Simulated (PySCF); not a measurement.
# C2H6B2ClN: the cost of one run

The runs use PySCF 2.14.0, with density-fitted response routines of our own; the level of theory stands in each step. All values are computed, except where a source is named. Atoms count from 0, in the outputs and in this text.

### Step 1. Starting geometry

12 atoms, charge 0, multiplicity 1; geometry from: GFN2-xTB. The atoms were then displaced at random by about 0.01 Å, so the start is not that level's minimum.

Bonds of the start (Å): C0–C1 1.34, C1–Cl2 1.78, C1–B3 1.51, B3–B4 1.67, B4–N5 1.40, C0–H6 1.09, C0–H7 1.05, B3–H8 1.18, B4–H9 1.19, N5–H10 1.00, N5–H11 1.01.

### Step 2. Optimising the geometry at PBE0-D3(BJ)/def2-SVP

Job settings and geometry (Å):

```
{"job": {"xc": "PBE0", "basis": "def2-SVP", "d3": "d3bj", "grid": 1, "shake": 0.01, "kind": "geom"}, "charge": 0, "multiplicity": 1}
C      2.103580    -0.076810    -1.081500
C      0.773500    -0.006120    -0.911290
Cl    -0.159070     1.399910    -1.479390
B     -0.398780    -0.743870    -0.312680
B     -0.877110    -0.521700     1.266720
N     -1.503760     0.642560     1.715130
H      2.662460     0.722850    -1.569210
H      2.643150    -0.906260    -0.741640
H     -1.031880    -1.418620    -1.040870
H     -0.667820    -1.336730     2.111570
H     -1.730710     1.409650     1.121800
H     -1.773860     0.806880     2.677050
```

Started as:

```bash
OMP_NUM_THREADS=1 python probes_run.py task.json out
```

The driver reads the jobs from task.json and runs them one after another.

Q: Estimate the wall time and peak memory of this first job on 1 thread of Arm Neoverse V1, shared host.

About 42 s, with a peak of 0.49 GiB.
